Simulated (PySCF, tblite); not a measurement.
# C₈H₅F₃S: excited states

What do calculations give for the excited states of C₈H₅F₃S (`FC(F)(F)C=C=Cc1cccs1`)?

Computed with tblite 0.8.0 and PySCF 2.14.0 and routines of our own; the level stands in each step. Atoms count from 0.

## 1. The system as given

17 atoms, charge 0, multiplicity 1; geometry from: force field or distance geometry start.

## 2. Geometry optimisation with GFN2-xTB

The job: settings as JSON, then the geometry in Å.

```
{"job": {"kind": "relax", "xc": "GFN2-xTB", "basis": "xTB"}, "charge": 0, "multiplicity": 1}
F      4.273700    -0.500300     0.292800
C      2.938600    -0.098000     0.415800
F      2.896300     1.208600     0.015100
F      2.643400    -0.132100     1.746100
C      2.147600    -1.012000    -0.415200
C      1.119700    -0.455800    -1.028500
C      0.102600     0.110600    -1.609700
C     -1.115000     0.128200    -0.825700
C     -1.274200     0.543900     0.437900
C     -2.505600     0.485500     1.004700
C     -3.531600    -0.007300     0.250900
S     -2.605100    -0.387800    -1.349400
H      2.298600    -2.032900    -0.584500
H      0.255500     0.497800    -2.574800
H     -0.403500     0.954200     1.015600
H     -2.689400     0.826000     2.059500
H     -4.558600    -0.116500     0.556300
```

Command:

```console
> OMP_NUM_THREADS=1 python excited_run.py task.json out
```

One launch serves the whole session: the jobs run in the order shown.

Standard output:

```text
step      E/eV     max force
  0   -1006.94039    4.590
  1   -1007.52127    2.167
  2   -1007.70190    2.657
  3   -1007.83458    1.537
  4   -1007.92260    0.618
  5   -1007.97094    0.561
  6   -1008.00339    0.511
  7   -1008.03078    0.477
  8   -1008.04696    0.328
  9   -1008.06260    0.421
 10   -1008.07374    0.276
 11   -1008.08038    0.214
 12   -1008.08499    0.191
 13   -1008.08981    0.205
 14   -1008.09389    0.190
 15   -1008.09706    0.166
 16   -1008.09968    0.135
 17   -1008.10256    0.154
 18   -1008.10575    0.178
 19   -1008.10846    0.132
 20   -1008.11025    0.084
 21   -1008.11142    0.101
 22   -1008.11236    0.094
 23   -1008.11333    0.089
 24   -1008.11445    0.077
 25   -1008.11573    0.096
 26   -1008.11724    0.092
 27   -1008.11911    0.122
 28   -1008.12145    0.128
 29   -1008.12409    0.119
 30   -1008.12663    0.138
 31   -1008.12919    0.132
 32   -1008.13245    0.165
 33   -1008.13709    0.203
 34   -1008.14282    0.225
 35   -1008.14824    0.159
 36   -1008.15212    0.125
 37   -1008.15464    0.114
 38   -1008.15704    0.115
 39   -1008.15953    0.118
 40   -1008.16183    0.135
 41   -1008.16376    0.140
 42   -1008.16559    0.184
 43   -1008.16764    0.144
 44   -1008.17056    0.114
 45   -1008.17201    0.126
 46   -1008.17655    0.182
 47   -1008.18223    0.223
 48   -1008.19091    0.218
 49   -1008.19918    0.213
 50   -1008.20180    0.255
 51   -1008.20754    0.299
 52   -1008.21364    0.148
 53   -1008.21712    0.140
 54   -1008.22020    0.141
 55   -1008.22191    0.139
 56   -1008.22383    0.101
 57   -1008.22585    0.083
 58   -1008.22776    0.076
 59   -1008.22891    0.072
 60   -1008.22966    0.076
 61   -1008.23024    0.081
 62   -1008.23094    0.079
 63   -1008.23168    0.068
 64   -1008.23253    0.051
 65   -1008.23290    0.051
 66   -1008.23320    0.037
 67   -1008.23338    0.030
 68   -1008.23355    0.025
 69   -1008.23365    0.020
 70   -1008.23371    0.017
 71   -1008.23376    0.014
 72   -1008.23381    0.013
 73   -1008.23387    0.015
 74   -1008.23391    0.017
 75   -1008.23397    0.018
 76   -1008.23403    0.018
 77   -1008.23411    0.018
 78   -1008.23418    0.021
 79   -1008.23424    0.021
 80   -1008.23430    0.020
 81   -1008.23438    0.017
 82   -1008.23446    0.019
 83   -1008.23453    0.026
 84   -1008.23460    0.028
 85   -1008.23468    0.027
 86   -1008.23477    0.022
 87   -1008.23485    0.024
 88   -1008.23492    0.016
 89   -1008.23498    0.018
 90   -1008.23503    0.016
 91   -1008.23508    0.016
 92   -1008.23515    0.016
 93   -1008.23524    0.019
 94   -1008.23534    0.023
 95   -1008.23542    0.018
 96   -1008.23548    0.017
 97   -1008.23554    0.016
 98   -1008.23559    0.014
 99   -1008.23564    0.016
100   -1008.23567    0.011
101   -1008.23570    0.009
```

Wall time 0.93 s (1 thread of Arm Neoverse V1, shared host); peak memory 0.17 GiB.

The steps of the relaxation: (not every step is listed)

| step | energy from step 0 (eV) | largest force (eV/Å) |
| --- | --- | --- |
| 0 | 0.0000 | 4.5898 |
| 1 | -0.5809 | 2.1669 |
| 2 | -0.7615 | 2.6568 |
| 3 | -0.8942 | 1.5367 |
| 4 | -0.9822 | 0.6178 |
| 5 | -1.0306 | 0.5609 |
| 6 | -1.0630 | 0.5114 |
| 7 | -1.0904 | 0.4766 |
| 8 | -1.1066 | 0.3279 |
| 16 | -1.1593 | 0.1350 |
| 24 | -1.1741 | 0.0771 |
| 32 | -1.1921 | 0.1647 |
| 40 | -1.2214 | 0.1347 |
| 48 | -1.2505 | 0.2178 |
| 56 | -1.2834 | 0.1012 |
| 64 | -1.2921 | 0.0507 |
| 72 | -1.2934 | 0.0134 |
| 80 | -1.2939 | 0.0205 |
| 88 | -1.2945 | 0.0162 |
| 96 | -1.2951 | 0.0166 |
| 97 | -1.2952 | 0.0162 |
| 98 | -1.2952 | 0.0145 |
| 99 | -1.2953 | 0.0164 |
| 100 | -1.2953 | 0.0114 |
| 101 | -1.2953 | 0.0092 |

Distances of close pairs at the start and the end, largest changes first:

| bond | before (Å) | after (Å) | change (Å) |
| --- | --- | --- | --- |
| C10–S11 | 1.888 | 1.714 | -0.174 |
| C7–S11 | 1.662 | 1.738 | +0.076 |
| F0–C1 | 1.400 | 1.344 | -0.056 |
| C8–C9 | 1.357 | 1.407 | +0.050 |
| C9–H15 | 1.124 | 1.075 | -0.048 |
| C8–H14 | 1.123 | 1.075 | -0.048 |
| C4–H12 | 1.046 | 1.081 | +0.035 |
| C1–C4 | 1.467 | 1.500 | +0.033 |

The next job starts from the end point, and lists it.

## 3. Vibrational analysis with GFN2-xTB

The job: settings as JSON, then the geometry in Å.

```
{"job": {"kind": "ir", "xc": "GFN2-xTB", "basis": "xTB"}, "charge": 0, "multiplicity": 1}
F      4.512057    -0.181284    -0.187449
C      3.258483     0.122304     0.189821
F      2.999771     1.349960    -0.276446
F      3.290451     0.225453     1.534204
C      2.270653    -0.909445    -0.267093
C      1.133844    -0.589921    -0.805755
C      0.004902    -0.233037    -1.351382
C     -1.214738     0.022403    -0.628023
C     -1.437566     0.007223     0.724053
C     -2.768156     0.314986     1.062036
C     -3.545079     0.559094    -0.027494
S     -2.667866     0.421746    -1.493891
H      2.586322    -1.928162    -0.092252
H     -0.042259    -0.124493    -2.427494
H     -0.669023    -0.215224     1.441958
H     -3.133130     0.356048     2.072566
H     -4.585664     0.814380    -0.060584
```

Standard output:

```text
mode    cm-1     km/mol
  1      15.1      0.17
  2      38.1      0.86
  3      44.4      1.10
  4     104.1      0.43
  5     120.0      0.51
  6     240.9      0.42
  7     255.1      0.36
  8     304.7      1.61
  9     346.7      3.17
 10     390.8      4.18
 11     444.6     12.38
 12     449.0      3.13
 13     502.9     24.46
 14     508.9      2.73
 15     551.1      0.77
 16     571.5      3.35
 17     617.7     22.52
 18     723.3     11.74
 19     731.2      9.62
 20     741.4     16.25
 21     782.7      7.36
 22     811.0      9.82
 23     817.5     13.00
 24     853.2      0.93
 25     854.7     24.71
 26     858.2     25.57
 27    1026.0    317.87
 28    1042.2     69.64
 29    1049.1    254.50
 30    1077.7      1.16
 31    1089.7     66.71
 32    1123.4     15.45
 33    1175.7    214.01
 34    1195.4      7.98
 35    1222.5     76.24
 36    1352.4      4.26
 37    1410.0     10.91
 38    1442.0     54.88
 39    1542.4      6.95
 40    2051.0    113.08
 41    3043.0      0.74
 42    3058.8      0.62
 43    3130.3     10.79
 44    3140.8     13.71
 45    3165.0      4.35
```

Run time: 0.81 s. Hardware: 1 thread of Arm Neoverse V1, shared host; peak memory 0.17 GiB.

The strongest bands and the atoms that carry them (share of the mass-weighted mode):

| cm⁻¹ | km/mol | atoms |
| --- | --- | --- |
| 1026 | 317.9 | C1 74 %, F3 18 % |
| 1042 | 69.6 | H12 18 %, C7 15 %, C1 13 %, H15 13 % |
| 1049 | 254.5 | C1 47 %, F0 12 % |
| 1090 | 66.7 | H13 20 %, H12 16 %, H15 14 %, C1 13 % |
| 1176 | 214.0 | C1 61 %, H12 23 % |
| 1222 | 76.2 | H12 24 %, H13 24 %, C4 14 %, C7 11 % |
| 1442 | 54.9 | C9 33 %, C10 21 %, C7 20 %, C8 12 % |
| 2051 | 113.1 | C5 67 %, C4 18 %, C6 14 % |

## 4. Excited states: TDA CAM-B3LYP/def2-SVP

The job, as its differences from that of step 3:

```diff
@@ -1,2 +1,2 @@
-{"job": {"kind": "ir", "xc": "GFN2-xTB", "basis": "xTB"}, "charge": 0, "multiplicity": 1}
+{"job": {"kind": "states", "xc": "CAM-B3LYP", "basis": "def2-SVP", "tda": true, "soc": true, "nstates": 5, "ntriplets": 4, "nquad": 4}, "charge": 0, "multiplicity": 1}
 F      4.512057    -0.181284    -0.187449
```

With the program's defaults for keys left out, this is: TDA CAM-B3LYP/def2-SVP excited states, vertical, gas phase, spin-orbit mean-field couplings.

Standard output:

```text
coarse grid: 16672 points
cycle   1  E = -1004.3808921635  dE =  2.561e+00  |g| = 9.912e-01  |ddm| = 5.104e+00
cycle   2  E = -1004.3191603839  dE =  6.173e-02  |g| = 1.241e+00  |ddm| = 1.696e+00
cycle   3  E = -1004.5701886683  dE = -2.510e-01  |g| = 6.328e-02  |ddm| = 9.122e-01
cycle   4  E = -1004.5708658236  dE = -6.772e-04  |g| = 3.786e-02  |ddm| = 1.113e-01
cycle   5  E = -1004.5711951348  dE = -3.293e-04  |g| = 1.234e-02  |ddm| = 4.983e-02
cycle   6  E = -1004.5712332380  dE = -3.810e-05  |g| = 3.564e-03  |ddm| = 1.635e-02
cycle   7  E = -1004.5712369302  dE = -3.692e-06  |g| = 1.260e-03  |ddm| = 5.589e-03
final grid: 163088 points
cycle   8  E = -1004.7082887615  dE = -3.913e-05  |g| = 4.736e-03  |ddm| = 2.890e-02
cycle   9  E = -1004.7082876936  dE =  1.068e-06  |g| = 5.455e-03  |ddm| = 8.925e-03
cycle  10  E = -1004.7082932732  dE = -5.580e-06  |g| = 4.545e-04  |ddm| = 4.910e-03
cycle  11  E = -1004.7082933128  dE = -3.960e-08  |g| = 2.491e-04  |ddm| = 7.191e-04
cycle  12  E = -1004.7082933276  dE = -1.480e-08  |g| = 8.005e-05  |ddm| = 3.112e-04
cycle  13  E = -1004.7082933292  dE = -1.607e-09  |g| = 1.409e-05  |ddm| = 9.971e-05
cycle  14  E = -1004.7082933293  dE = -4.798e-11  |g| = 6.031e-06  |ddm| = 2.178e-05
converged SCF energy = -1004.7082933293

Singlet excitations
state   eV       nm        f     d(h-e)  d(exc)  Lambda  PR(NTO)  |dmu|/D   mu/D   main configurations
  1   4.8782   254.2   0.00094   1.597   3.330   0.408   1.035    5.189    7.578   H->L+1 0.89, H-3->L+1 0.08
  2   5.1100   242.6   0.72744   0.569   3.192   0.806   1.125    1.567    4.067   H->L 0.93
  3   5.7464   215.8   0.06534   0.881   3.188   0.583   1.371    2.587    5.066   H-1->L 0.82, H->L+2 0.10
  4   5.9215   209.4   0.00004   1.586   3.143   0.389   1.031    4.847    2.994   H-2->L 0.88, H-2->L+2 0.08
  5   6.4407   192.5   0.00025   0.893   3.077   0.412   1.339                     H->L+3 0.67, H-1->L+1 0.16, H-1->L+3 0.09

Triplet excitations (Tamm-Dancoff)
state   eV     d(h-e)  d(exc)  Lambda  PR(NTO)   main configurations
  1   2.9419   0.217   2.898   0.813   1.123   H->L 0.93
  2   4.3595   0.594   2.825   0.577   1.136   H-1->L 0.82
  3   4.5634   1.261   3.118   0.464   1.161   H->L+1 0.73, H-3->L+1 0.09
  4   4.5899   0.206   2.537   0.719   2.231   H->L+2 0.34, H-3->L 0.24, H-2->L+1 0.14
S1 - T1 = 1.9363 eV

Spin-orbit couplings |<S|Hso|T>| (cm-1)
             T1       T2       T3       T4
S0        0.235    0.487    9.986    4.489
S1       12.838    3.303    1.894    5.530
S2        0.428    0.780   12.408    4.698
S3        0.522    0.110    2.234    1.700
S4        3.073    7.266    2.715    6.090
S5       31.098   25.303    7.679   10.558
T1 sublevels (cm-1): 0.000 0.034 0.035   radiative rates (1/s): 0.105 0.00077 0.00832
```

Wall time 65 s (1 thread of Arm Neoverse V1, shared host); peak memory 0.95 GiB.

Key values:

| quantity | value |
| --- | --- |
| S1 less T1 | 1.94 eV |

## 5. Results

| quantity | value |
| --- | --- |
| strongest single infrared mode (GFN2-xTB) | 1026 cm⁻¹, 318 km/mol |
| zero-point energy (GFN2-xTB) | 65.8 kcal/mol |
| S1 less T1 (step 4, TDA CAM-B3LYP/def2-SVP) | 1.94 eV |

In words: All 45 modes are real, so the xTB geometry is a minimum. The strongest single mode, at 1026 cm⁻¹, moves mainly C1. GFN2-xTB is a fitted tight-binding method: band positions and strengths are rough. Its intensities can rank the bands wrongly. In step 4, the number of triplets below S1 is at least 4, and the largest singlet-triplet spin-orbit coupling is S5–T1, 31.10 cm⁻¹.
